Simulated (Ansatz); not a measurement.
# CsK2TiF6: the cost of one run

All numbers are computed with the Python package of Ansatz 0.2.0. Level of theory: DFT PBEsol, plane waves, PAW.

## Step 1: The structure

Symmetry: Fm-3m, No. 225, cubic system. The conventional cell has a = 9.527 Å, b = 9.527 Å, c = 9.527 Å, α = 90.00°, β = 90.00°, γ = 90.00°. K (site symmetry -43m) is surrounded by 12 F at 3.39 Å. Cs (site symmetry m-3m) is surrounded by 6 F at 2.78 Å. Ti (site symmetry m-3m) is surrounded by 6 F at 1.99 Å. Around F (site symmetry 4mm) lie 1 Ti at 1.99 Å and 1 Cs at 2.78 Å.

The script holds or builds the structure itself.

## Step 2: The code

Contents of csk2tif6_scf.py:

```python
"""SCF run for CsK2TiF6."""

import sys

import ansatz as az
import matplotlib.pyplot as plt
import numpy as np


def main() -> None:
    lattice = az.Lattice.of(
        (0.0, 4.76347, 4.76347),
        (4.76347, 0.0, 4.76347),
        (4.76347, 4.76347, 0.0),
    )
    sites = [
        ("K", (0.75, 0.75, 0.75)),
        ("K", (0.25, 0.25, 0.25)),
        ("Cs", (0.5, 0.5, 0.5)),
        ("Ti", (0.0, 0.0, 0.0)),
        ("F", (0.79142, 0.20858, 0.20858)),
        ("F", (0.20858, 0.20858, 0.79142)),
        ("F", (0.20858, 0.79142, 0.79142)),
        ("F", (0.20858, 0.79142, 0.20858)),
        ("F", (0.79142, 0.20858, 0.79142)),
        ("F", (0.79142, 0.79142, 0.20858)),
    ]
    crystal = az.Crystal(lattice=lattice)
    for symbol, position in sites:
        crystal = crystal.atom(symbol, position)

    # the calculation
    calc = (
        crystal.calculation()
        .functional("pbesol")
        .kpoints(density=3.4)
        .occupations(az.OccupationsMethod.COLD, width=0.1)
        .basis(17 * az.Ha)
        .compute(density=True, band_table=True, stress=True)
    )
    try:
        out = calc.run(threads=1)
    except az.NonConvergedError as error:
        sys.exit(f"no convergence: {error}")
    except az.RefusalError as error:
        sys.exit(f"input refused: {error}")
    rep = out.report

    for key in ("converged", "n_iterations", "n_electrons", "n_kpoints", "n_pw", "n_symmetry_ops", "free_energy_ev", "fermi_energy_ev"):
        print(f"{key:18s} {rep[key]}")

    field = sum(channel.density_e_per_ang3 for channel in out.density().channels[:2])
    fig, ax = plt.subplots(figsize=(4, 3.4))
    shown = ax.imshow(np.log10(np.clip(field[:, :, 0].T, 1e-3, None)), origin="lower", extent=(0, 1, 0, 1))
    fig.colorbar(shown, label="log10 density (e/A^3)")
    ax.set(xlabel="fraction of grid vector 1", ylabel="fraction of grid vector 2")
    fig.savefig("density_plane.png", dpi=100)
    print(f"plane through the origin: {field[:, :, 0].min():.4f} to {field[:, :, 0].max():.4f} e/A^3")

    table = np.array(rep["eigenvalues_ev"]) - rep["fermi_energy_ev"]
    filling = np.array(rep["occupations"])
    weights = np.tile(rep["kweights"], len(table) // len(rep["kweights"]))
    print("band   lowest  highest (eV from E_F)  electrons")
    for band in range(table.shape[1]):
        if table[:, band].max() > -10:
            print(f"{band + 1:4d} {table[:, band].min():8.3f} {table[:, band].max():8.3f} {weights @ filling[:, band]:18.4f}")
    print("electrons counted from the table:", round(float(weights @ filling.sum(axis=1)), 5))

    # principal values and the von Mises stress of the deviator
    principal = np.linalg.eigvalsh(np.array(rep["stress_gpa"]))
    mises = np.sqrt(0.5 * sum((principal[i] - principal[i - 1]) ** 2 for i in range(3)))
    print("principal stresses (GPa, compression positive):", np.round(principal, 3))
    print(f"mean {principal.mean():.3f} GPa, von Mises {mises:.3f} GPa, PV = {principal.mean() * rep['setup']['cell_volume_ang3'] / 160.21766:.4f} eV")


if __name__ == "__main__":
    main()
```

## Step 3: The run

The run is started by

```bash
> python csk2tif6_scf.py
```

**Question.** How long does this script take on 1 thread of Arm Neoverse V1, shared host, and how much memory does it need?

About 8.8 s, with a peak of 0.61 GiB.
